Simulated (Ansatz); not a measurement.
# AsHF (sextet): wave-function methods side by side, cc-pVDZ

Aim: climb from Hartree-Fock through coupled cluster and multireference methods for AsHF (sextet) at one geometry and basis, and see what each rung misses.

Program: Ansatz 0.2.0, Gaussian basis. Level of theory: cc-pVDZ, core rule «outside noble gas», up to 15 orbitals frozen. These are calculated values, not measurements.

To be run: UHF; CCSD(T) on ROHF; CCSD(T) on UHF; BCCD(T) on ROHF; CISD as a restricted active space (open shells left free, so some higher excitations enter); CCSDT(Q) on ROHF; CCSDT(Q) on UHF; CCSDTQ on ROHF; CASSCF and MRCISD+Q, 13 electrons in 9 orbitals; CASSCF and NEVPT2, 13 electrons in 9 orbitals.

3 further runs of the same task are left out: 3 set aside as unsound or not needed. Runs told in other sessions of the task aren't counted.

### Step 1. What is computed

The geometry is a PBE0/def2-TZVP stationary point (not a proven minimum) of the parent state, kept for this charge and spin. No spin-orbit coupling is included. The filled d shell of As may be among the frozen orbitals whatever the setting's name suggests.

3 atoms, charge 0, spin multiplicity 6.

Atoms are counted from 1 here; the program's logs count them from 0.

Bond lengths: F1–As2 1.800 Å, As2–H3 1.675 Å. Angles: F1–As2–H3 180.0°.

### Step 2. UHF

in.yaml reads:

```yaml
crystal:
  periodic: [false, false, false]
  atoms:
    - {symbol: F, position_ang: [0.000000, 0.000000, 1.758700]}
    - {symbol: As, position_ang: [0.000000, 0.000000, -0.041600]}
    - {symbol: H, position_ang: [0.000000, 0.000000, -1.717100]}
basis:
  gaussian: {orbitals: cc-pVDZ}
magnetization: {spin_polarized: true, initial_magnetization: 5}
hamiltonian: {xc: hf}
output: {orbitals: {seedname: orbitals}}
```

Run with:

```bash
ansatz run in.yaml --threads 1 --pin off --events-out ev --progress --plain --max-ram 4096MiB --backend cpu
```

The runs that follow: CCSD(T) on ROHF; CCSD(T) on UHF; BCCD(T) on ROHF; CISD as a restricted active space (open shells left free, so some higher excitations enter); CCSDT(Q) on ROHF; CCSDT(Q) on UHF; CCSDTQ on ROHF; CASSCF and MRCISD+Q, 13 electrons in 9 orbitals; CASSCF and NEVPT2, 13 electrons in 9 orbitals.

Q: Predict the results of all the runs planned. Wanted: RCCSDTQ from the RHF energy; RMP2 from RCCSDTQ; UMP2 from RCCSDTQ; RCCSD from RCCSDTQ; RCCSD(T) from RCCSDTQ; UCCSD(T) from RCCSDTQ; RCCSDT(Q) from RCCSDTQ; UCCSDT(Q) from RCCSDTQ; NEVPT2 valence from RCCSDTQ.

**Answer**, as computed:

```
                         quantity                                                                                value
      RCCSDTQ from the ROHF energy                                                                           -6.7028 eV
                RMP2 from RCCSDTQ                                                                      +17.81 kcal/mol
                UMP2 from RCCSDTQ                                                                      +17.81 kcal/mol
               RCCSD from RCCSDTQ                                                                       +2.49 kcal/mol
            RCCSD(T) from RCCSDTQ                                                                       +0.42 kcal/mol
            UCCSD(T) from RCCSDTQ                                                                       +0.01 kcal/mol
           RCCSDT(Q) from RCCSDTQ                                                                       +0.02 kcal/mol
           UCCSDT(Q) from RCCSDTQ                                                                       -0.40 kcal/mol
      NEVPT2 valence from RCCSDTQ                                                                      +30.52 kcal/mol
    MRCISD+Q valence from RCCSDTQ                                                                       +0.93 kcal/mol
levels within 1 kcal/mol (43 meV)  RCCSD(T), UCCSD(T), BCCD(T), RCCSDT, UCCSDT, RCCSDT(Q), UCCSDT(Q), MRCISD+Q valence
                    T1 diagnostic                                                                                0.012
   effectively unpaired electrons                                                                                 5.00
```

RCCSD(T) lands +0.42 kcal/mol from the yardstick (0.3 % of the correlation energy). One determinant dominates. Of the multireference levels listed MRCISD+Q valence comes nearest in total energy (+0.93 kcal/mol), which doesn't show that its space is the better one. These misses are within one basis, not against nature; the frozen cores of restricted and unrestricted runs differ, which can shift their rows.
